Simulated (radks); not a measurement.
**Dipole-allowed lines with 4 electrons: Mg⁸⁺, Al⁹⁺, Si¹⁰⁺, P¹¹⁺, S¹²⁺**

Aim: excitation energies and oscillator strengths as poles of the dipole polarisability below minus the highest eigenvalue. Time-dependent linear response with the Hartree and adiabatic LDA kernel follows each ground state. Its values go to the run's result record, not to the log.

The numbers are computed with radks (a radial shooting solver on a logarithmic mesh, Libxc functionals) version 1 (non-relativistic Kohn-Sham, LB94 model potential, spin-unpolarised, spherical densities, point nucleus), except any that are marked as measured or tabulated.

## (1) The system

```
species : Mg⁸⁺ ([He] 2s2), Al⁹⁺ ([He] 2s2), Si¹⁰⁺ ([He] 2s2), P¹¹⁺ ([He] 2s2), S¹²⁺ ([He] 2s2)
```

LB94 adds a gradient term to the LDA potential that gives it a −1/r tail. It is a model potential with no energy functional, so Etot and Exc are not given.

## (2) Mg⁸⁺, [He] 2s2

The run's settings:

```text
Z 12
configuration [He] 2s2 2p0 3s0 3d0
relativity non-relativistic
functional lda,pw
model_potential LB94
spin unpolarised
nucleus point
response adiabatic LDA kernel, real frequencies
```

Started as:

```sh
$ python run_ks.py task.json out
```

All runs below come from this command, one after another.

## (3) Al⁹⁺, [He] 2s2

Input: that of step 2 with these lines changed.

```diff
@@ -1,2 +1,2 @@
-Z 12
+Z 13
 configuration [He] 2s2 2p0 3s0 3d0
```

## (4) Si¹⁰⁺, [He] 2s2

Input: that of step 3 with these lines changed.

```diff
@@ -1,2 +1,2 @@
-Z 13
+Z 14
 configuration [He] 2s2 2p0 3s0 3d0
```

## (5) P¹¹⁺, [He] 2s2

Input: that of step 4 with these lines changed.

```diff
@@ -1,2 +1,2 @@
-Z 14
+Z 15
 configuration [He] 2s2 2p0 3s0 3d0
```

## (6) S¹²⁺, [He] 2s2

Input: that of step 5 with these lines changed.

```diff
@@ -1,2 +1,2 @@
-Z 15
+Z 16
 configuration [He] 2s2 2p0 3s0 3d0
```

**Question.** What will these runs give? Wanted: for each run, species; −ε(HOMO); lowest orbital gap; first line; f; strongest line; its f; static α.

The runs gave:

| species | −ε(HOMO) (eV) | lowest orbital gap (eV) | first line (eV) | f | strongest line (eV) | its f | static α (bohr³) | measured (eV) |
| --- | --- | --- | --- | --- | --- | --- | --- | --- |
| Mg⁸⁺ | 322.92 | 2s-2p 19.976 | 28.200 | 0.258 | 192.64 | 0.624 | 0.2589 | - |
| Al⁹⁺ | 392.83 | 2s-2p 22.026 | 31.041 | 0.235 | 232.89 | 0.645 | 0.1939 | - |
| Si¹⁰⁺ | 469.55 | 2s-2p 24.074 | 33.880 | 0.216 | 276.92 | 0.662 | 0.1489 | - |
| P¹¹⁺ | 553.06 | 2s-2p 26.122 | 36.716 | 0.200 | 324.73 | 0.677 | 0.1169 | - |
| S¹²⁺ | 643.38 | 2s-2p 28.168 | 39.553 | 0.186 | 376.32 | 0.689 | 0.09338 | - |

What this shows: In Mg⁸⁺ the response moves the first line 8.224 eV above the bare orbital gap, and the lines found carry 99 % of the static polarisability. Very weak lines can be missed, and lines above minus the highest eigenvalue dissolve into this model's continuum.
